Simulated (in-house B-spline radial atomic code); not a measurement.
# Ho⁶⁰⁺: excited configurations

Aim: the energies of several excited configurations of Ho⁶⁰⁺ above a reference configuration, each from its own self-consistent run.

Program: in-house B-spline radial atomic code version 1. Level of theory: Dirac-Hartree-Fock, average of configuration, Fermi nucleus, basis-set limit. These are calculated values, not measurements, unless marked.

## 1. The atom as given

* element: holmium (Z = 67)
* charge: +60
* electrons: 7
* configuration: [He] 2s2 2p3
* Hamiltonian: Dirac-Coulomb
* nucleus: Fermi, rms radius 5.202 fm

The outer shells:

[He] 2s2 2p3
```
[He] core
2s [↑↓]
2p [↑ ][↑ ][↑ ]
```

The boxes draw the filling by Hund's rule, which heavy ions in jj coupling don't follow; these runs average over all states of the configuration.

Input settings:

```ini
Z = 67
electrons = 7.0
configuration = [He] 2s2 2p3
hamiltonian = dirac
method = hf
spin_polarised = False
nucleus = fermi
rms_radius = 5.2022
mass_number = 165
atomic_mass = 164.930329116
speed_of_light = 137.035999084
```

The reference is known from an earlier run: -7447.222224 hartree in all. Up to eight levels, counted from the top:

| orbital | occupation | energy (eV) | <r> (bohr) |
| --- | --- | --- | --- |
| 1s1/2 | 2 | -61872.2 | 0.02067 |
| 2s1/2 | 2 | -14638.3 | 0.08468 |
| 2p1/2 | 1 | -14367.8 | 0.07016 |
| 2p3/2 | 2 | -13441.4 | 0.07669 |

## 2. Run with [He] 2s1 2p2 4s1 4p1

Input settings:

```ini
Z = 67
electrons = 7.0
configuration = [He] 2s1 2p2 4s1 4p1
hamiltonian = dirac
method = hf
spin_polarised = False
nucleus = fermi
rms_radius = 5.2022
mass_number = 165
atomic_mass = 164.930329116
speed_of_light = 137.035999084
```

Q: How far above the reference does each configuration lie (order and size, in eV)?

The runs gave:

| net move | configuration | energy above the reference (eV) | with Breit, QED, recoil (eV) | largest <r> (bohr) |
| --- | --- | --- | --- | --- |
| 2p, 2s → 4p, 4s | [He] 2s1 2p2 4s1 4p1 | 21796.4 | 21754.4 | 0.360 |

**Reading.** The promotion costs 21796.4 eV. Koopmans' estimate of the ionisation threshold is 13441.4 eV; 1 configuration exceeds it by over 2 % and could autoionise. Two partly filled shells share a symmetry and can mix in the average, which may lower the energy, for: 2p, 2s → 4p, 4s. These are averages over configurations, without correlation, not spectroscopic levels.
